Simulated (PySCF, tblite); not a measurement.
# C6H5FO2S: geometry, infrared bands and NMR shifts

Wanted: the infrared bands and NMR shifts of C6H5FO2S (`COc1csc(C(=O)F)c1`), by calculation.

Programs: tblite 0.8.0 and PySCF 2.14.0, with density-fitted response routines of our own. Each step states its level of theory. These are calculated values for one molecule in the gas phase, unless marked as measured. Atoms count from 0, in the outputs and in this text.

## Step 1: Starting geometry

15 atoms, charge 0, multiplicity 1; geometry from: force field or distance geometry start.

Bonds of the start (Å): C0–O1 1.38, O1–C2 1.43, C2–C3 1.38, C3–S4 1.89, S4–C5 1.83, C5–C6 1.47, C6–O7 1.27, C6–F8 1.36, C5–C9 1.36, C9–C2 1.33, C0–H10 1.12, C0–H11 1.12, C0–H12 1.12, C3–H13 1.06, C9–H14 1.10.

## Step 2: Geometry optimisation with GFN2-xTB

Job settings and geometry (Å):

```
{"job": {"kind": "relax", "xc": "GFN2-xTB", "basis": "xTB"}, "charge": 0, "multiplicity": 1}
C     -2.774300    -0.695200    -0.010900
O     -1.457400    -1.090800    -0.048000
C     -0.370400    -0.166400     0.003300
C     -0.638400     1.184600     0.058000
S      1.032700     2.066200     0.106300
C      1.847700     0.427200     0.011400
C      3.302300     0.236000    -0.008600
O      4.036900     1.270000     0.044700
F      3.883200    -0.994800    -0.066900
C      0.903200    -0.548100    -0.022600
H     -3.048100    -0.400000    -1.050900
H     -3.456700    -1.535100     0.281400
H     -2.882300     0.190200     0.665600
H     -1.584400     1.670000     0.094000
H      1.201700    -1.605800    -0.078700
```

Command:

```sh
$ OMP_NUM_THREADS=1 python probes_run.py task.json out
```

One launch serves the whole session: the jobs run in the order shown.

**Question.** This job is followed by: GFN2-xTB harmonic vibrations, gas phase; GIAO PBE0/pcSseg-1 NMR shielding, non-relativistic, gas phase. Predict these results of the whole session: strongest single infrared mode (GFN2-xTB); zero-point energy (GFN2-xTB); 13C shifts against TMS (PBE0/pcSseg-1); 1H shifts against TMS (PBE0/pcSseg-1, means over atoms taken as alike); 17O shifts against H2O (PBE0/pcSseg-1); 33S shifts against CS2 (PBE0/pcSseg-1); 19F shifts against CFCl3 (PBE0/pcSseg-1).

The runs gave:

| quantity | value |
| --- | --- |
| strongest single infrared mode (GFN2-xTB) | 1820 cm⁻¹, 588 km/mol |
| zero-point energy (GFN2-xTB) | 61.3 kcal/mol |
| 13C shifts against TMS (PBE0/pcSseg-1) | 164.6, 160.2, 136.3, 135.7, 116.2, 58.2 ppm |
| 1H shifts against TMS (PBE0/pcSseg-1, means over atoms taken as alike) | 7.66, 6.40, 3.97 ppm |
| 17O shifts against H2O (PBE0/pcSseg-1) | 421.4, 103.9 ppm |
| 33S shifts against CS2 (PBE0/pcSseg-1) | 213 ppm |
| 19F shifts against CFCl3 (PBE0/pcSseg-1) | 25.1 ppm |

Over 57 steps the energy fell by 1.373 eV; of the close pairs, C3–S4 changed most, 1.890 to 1.712 Å. All 39 modes are real, so the xTB geometry is a minimum. The strongest single mode, at 1820 cm⁻¹, moves mainly C6 and O7. Unscaled tight-binding wavenumbers are off by several per cent, some by more. Its intensities can rank the bands wrongly. At PBE0/pcSseg-1: The largest span, 567 ppm, is at O7, where the paramagnetic term is -484 ppm. NICS(1)zz of -23 ppm above the planar ring from C2 marks a diatropic (aromatic) ring current.
